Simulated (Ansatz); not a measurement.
I need an atomisation energy of CH7BrSi2, SMILES C[SiH]([SiH3])Br. Use the Ansatz DFT code, driven from Python. Settings (for the species named): r2SCAN, def2-SVP basis, multiplicity 1.

```yaml
atoms:
  - { symbol: C, position_ang: [-0.6746, 1.4422, -0.3033] }
  - { symbol: Si, position_ang: [-0.7222, -0.3625, -0.2680] }
  - { symbol: Si, position_ang: [1.2182, -1.1002, 0.6574] }
  - { symbol: Br, position_ang: [-0.8482, -1.1087, -2.3472] }
  - { symbol: H, position_ang: [-1.6469, 1.8603, -0.7760] }
  - { symbol: H, position_ang: [-0.6444, 1.9269, 0.6898] }
  - { symbol: H, position_ang: [0.1379, 1.8804, -0.9025] }
  - { symbol: H, position_ang: [-1.8467, -0.8290, 0.5122] }
  - { symbol: H, position_ang: [1.3858, -0.5651, 2.1019] }
  - { symbol: H, position_ang: [2.4214, -0.6138, -0.0877] }
  - { symbol: H, position_ang: [1.2850, -2.5876, 0.7440] }
```

`ch7brsi2.py`
```python
'''Atomisation energy of CH7BrSi2 at the given geometry.'''

from collections import Counter

import ansatz as az

BASIS = 'def2-SVP'
XC = 'r2SCAN'


def energy(molecule, charge=0, unpaired=0):
    calc = molecule.calculation().basis(gaussian=BASIS).functional(XC)
    if charge:
        calc = calc.charge(charge)
    if unpaired:
        calc = calc.spin('collinear', total=unpaired)
    return calc.run(threads=1, pin='off').report['free_energy_ev']


def main() -> None:
    geometry_ang = [
        ('C', (-0.6746, 1.4422, -0.3033)),
        ('Si', (-0.7222, -0.3625, -0.268)),
        ('Si', (1.2182, -1.1002, 0.6574)),
        ('Br', (-0.8482, -1.1087, -2.3472)),
        ('H', (-1.6469, 1.8603, -0.776)),
        ('H', (-0.6444, 1.9269, 0.6898)),
        ('H', (0.1379, 1.8804, -0.9025)),
        ('H', (-1.8467, -0.829, 0.5122)),
        ('H', (1.3858, -0.5651, 2.1019)),
        ('H', (2.4214, -0.6138, -0.0877)),
        ('H', (1.285, -2.5876, 0.744)),
    ]
    system = az.Crystal.molecule()
    for symbol, xyz in geometry_ang:
        system = system.atom(symbol, xyz)

    # unpaired electrons of the ground-state atoms
    unpaired = {'C': 2, 'Si': 2, 'Br': 1, 'H': 1}
    counts = Counter(site.symbol for site in system.cartesian_sites)
    atom_energy = {s: energy(az.Crystal.molecule().atom(s, (0, 0, 0)), 0, unpaired[s]) for s in counts}
    whole = energy(system, 0, 0)
    for s, e in atom_energy.items():
        print(f'{s:2s} x{counts[s]}  {e:14.5f} eV')
    print(f'CH7BrSi2: {whole:.5f} eV')
    split = sum(counts[s] * e for s, e in atom_energy.items()) - whole
    print(f'atomisation energy (no zero-point term): {split:.3f} eV, {split / sum(counts.values()):.3f} eV an atom')


if __name__ == '__main__':
    main()
```

```console
$ python ch7brsi2.py
C  x1     -1028.24726 eV
Si x2     -7870.75192 eV
Br x1    -70036.32571 eV
H  x7       -13.58417 eV
CH7BrSi2: -86937.31834 eV
atomisation energy (no zero-point term): 36.152 eV, 3.287 eV an atom
```

36.152 eV from the electronic energies, without the zero-point term.

Total energies depend on the basis set; only differences at equal settings carry meaning. The geometry is a force-field or estimated start, not a minimum of this method, and the basis set is short of its limit. All parts are taken at fixed geometry, without zero-point energy. The spin-orbit lowering of heavy atoms is left out. Finished in 13 s on 1 thread of Arm Neoverse V2, with other jobs on the host, peak memory 0.24 GiB.

(Lines on the test bed's own set-up are left out of the output.)
